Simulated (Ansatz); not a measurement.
C2H6FSi, SMILES C[Si](C)F, an atomisation energy

With the Ansatz DFT code, driven from Python.

The cells in order, each with its output:

**Cell 1**
```python
from collections import Counter
from dataclasses import dataclass

import ansatz as az
from ase import Atoms
```

**Cell 2**
```python
@dataclass(frozen=True)
class Settings:
    basis: str = "6-31G*"
    xc: str = "cam_b3lyp"
```

**Cell 3**
```python
settings = Settings()
```

**Cell 4**
```python
def single_point(molecule, charge=0, unpaired=0):
    calc = molecule.calculation().basis(gaussian=settings.basis).functional(settings.xc)
    if charge:
        calc = calc.charge(charge)
    if unpaired:
        calc = calc.spin("collinear", total=unpaired)
    return calc.run().report["free_energy_ev"]
```

**Cell 5**
```python
atoms = Atoms(["C", "Si", "C", "F", "H", "H", "H", "H", "H", "H"], positions=[
    (-0.6969, 1.1552, -0.629),
    (0.0425, -0.4674, -0.7401),
    (0.9373, -0.9045, 0.7827),
    (-1.0316, -1.5472, -0.9704),
    (-1.2845, 1.4275, -1.5803),
    (-1.4604, 1.2661, 0.185),
    (0.0277, 1.9872, -0.4803),
    (1.8086, -0.17, 0.9915),
    (0.3112, -0.9027, 1.7094),
    (1.4292, -1.8954, 0.7344),
])
system = az.Crystal.molecule_from_ase(atoms)
```

**Cell 6**
```python
# Hund ground states
unpaired = {"C": 2, "Si": 2, "F": 1, "H": 1}
counts = Counter(site.symbol for site in system.cartesian_sites)
atom_energy = {s: single_point(az.Crystal.molecule().atom(s, (0, 0, 0)), 0, unpaired[s]) for s in counts}
whole = single_point(system, 0, 1)
for s, e in atom_energy.items():
    print(f"{s:2s} x{counts[s]}  {e:14.5f} eV")
print(f"C2H6FSi: {whole:.5f} eV")
split = sum(counts[s] * e for s, e in atom_energy.items()) - whole
print(f"atomisation energy (no zero-point term): {split:.3f} eV, {split / sum(counts.values()):.3f} eV an atom")
```
Output:
```text
C  x2     -1029.23364 eV
Si x1     -7873.78869 eV
F  x1     -2712.74271 eV
H  x6       -13.51936 eV
C2H6FSi: -12764.34863 eV
atomisation energy (no zero-point term): 38.234 eV, 3.823 eV an atom
```

38.234 eV from the electronic energies, without the zero-point term.

Notes:
- Total energies depend on the basis set; only differences at equal settings carry meaning.
- The geometry is a force-field or estimated start, not a minimum of this method, and the basis set is short of its limit. All parts are taken at fixed geometry, without zero-point energy.
- The species is open-shell (spin multiplicity 2).
- The whole script took 6.2 s on 1 thread of Arm Neoverse V1 (shared host), peak memory 0.28 GiB.
